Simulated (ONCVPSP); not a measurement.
# Pseudopotential generation for lanthanum: ONCV, LDA (Perdew-Wang 92)

Do these settings give a usable potential? It is generated, then checked for transferability, scattering, ghosts and hardness.

Program: ONCVPSP 4.0.1.1 (patched build). Reference atom: LDA (Perdew-Wang 92), scalar-relativistic, spherical and spin-unpolarised. All values are calculated.

### Step 1. Settings

The settings as typed:

- element: lanthanum (La, Z = 57)
- type: optimised norm-conserving Vanderbilt (ONCV)
- frozen core: [Xe]
- valence charge: 3
- reference configuration: 5d1 6s1.5 6p0.5
- partial waves: 6s: rc 3.40 bohr, ncon 5, nbas 8, qcut 1.9 1/bohr, 3 projectors, debl 3.5 Ha; 6p: rc 4.00 bohr, ncon 5, nbas 9, qcut 2 1/bohr, 2 projectors, debl 0.6 Ha; 5d: rc 2.95 bohr, ncon 3, nbas 6, qcut 2.9 1/bohr, 1 projector; f scattering state at 0.38 Ha: rc 4.30 bohr, ncon 4, nbas 8, qcut 2.6 1/bohr, 3 projectors, debl 1.2 Ha
- local potential: polynomial inside 2.15 bohr (lpopt 5, dvloc0 3 Ha)
- core correction: Teter function, fcfact 1.75, rcfact 1.3

The nodes and maxima of the atom's own shells, from an earlier all-electron run, set the scale for the radii.

All-electron outer shells of the reference configuration (LDA (PZ), scalar-relativistic, ld1.x):

| shell | level (eV) | outermost node (bohr) | outermost maximum (bohr) |
| --- | --- | --- | --- |
| 5p | -23.03 | 0.83 | 1.58 |
| 4f | -5.15 | – | 0.75 |
| 6s | -4.15 | 1.86 | 3.74 |
| 5d | -3.66 | 0.95 | 2.21 |
| 6p | -1.69 | 2.20 | 4.93 |

### Step 2. Generating the potential

Contents of La.dat:

```
# ATOM AND REFERENCE CONFIGURATION
# atsym  z   nc   nv     iexc    psfile
  La 57.00   11    3  -001012      upf
#
#   n    l    f
    1    0    2.00
    2    0    2.00
    2    1    6.00
    3    0    2.00
    3    1    6.00
    3    2   10.00
    4    0    2.00
    4    1    6.00
    4    2   10.00
    5    0    2.00
    5    1    6.00
    5    2    1.00
    6    0    1.50
    6    1    0.50
#
# PSEUDOPOTENTIAL AND OPTIMIZATION
# lmax
    3
#
#   l,   rc,      ep,       ncon, nbas, qcut
    0    3.40    0.00    5    8    1.90
    1    4.00    0.00    5    9    2.00
    2    2.95    0.00    3    6    2.90
    3    4.30    0.38    4    8    2.60
#
# LOCAL POTENTIAL
# lloc, lpopt,  rc(5),   dvloc0
    4    5    2.15    3.00
#
# VANDERBILT-KLEINMAN-BYLANDER PROJECTORs
# l, nproj, debl
    0    3    3.50
    1    2    0.60
    2    1    2.70
    3    3    1.20
#
# MODEL CORE CHARGE
# icmod, fcfact, rcfact
    3    1.75    1.30
#
# LOG DERIVATIVE ANALYSIS
# epsh1, epsh2, depsh
   -2.00    5.00    0.02
#
# OUTPUT GRID
# rlmax, drl
    6.00    0.01
#
# TEST CONFIGURATIONS
# ncnf
    4
# nvcnf
#   n    l    f
    3
    5    2    1.00
    6    0    2.00
    6    1    0.00
#
    3
    5    2    1.00
    6    0    1.00
    6    1    0.00
#
    3
    5    2    1.00
    6    0    0.00
    6    1    0.00
#
    4
    5    2    0.00
    6    0    1.00
    6    1    0.00
    4    3    1.00
#
```

The run is started by

```
$ oncvpsp.x < La.dat > La.out
```

Before running it: what results should come out? Wanted: cutoffs for 1 and 0.1 mHa per electron, occupied waves; bound ghosts; GHOST(+) flags; largest test error; largest phase difference near zero energy, channels read; rms error of d²Exc/dn², without and with the model core; projector energies reset by the program.

**Answer**, as computed:

| quantity | value |
| --- | --- |
| cutoffs for 1 and 0.1 mHa per electron, occupied waves | 7.1 Ha and 16 Ha |
| bound ghosts | p at -18.15 eV |
| GHOST(+) flags | s at 140 eV |
| largest test error (AE − PS) | +3.0 meV, for 5d1 6s1 6p0 (2 tests unsolved) |
| largest phase difference near zero energy, channels read | 0.359 rad |
| rms error of d²Exc/dn², without and with the model core | 11.78 and 7.91 mHa |
| projector energies reset by the program | f: -0.189, 1.011, 2.211 Ha |

**Reading.** It has a bound ghost (p), a state that the atom doesn't have, and that rules the file out. By total energies transferability is very good where solved: the largest error is 3.0 meV on 4.9 eV, for 5d1 6s1 6p0. Atomic tests can pass in spite of a ghost, since they solve only for the levels asked. Of the tests 2 gave no usable energy difference, which is a warning in itself. It counts as soft on the atom at that tolerance, with 7.1 Ha needed at the looser tolerance. At the looser tolerance the 5d wave is the slowest; 6s needs 6 Ha. That counts occupied waves only; other projectors can need more. Of the channels read, f scatters worst near zero energy, by up to 0.36 rad. The program also flags highly localised states, GHOST(+) (s). All of this concerns the isolated atom, not yet a solid.
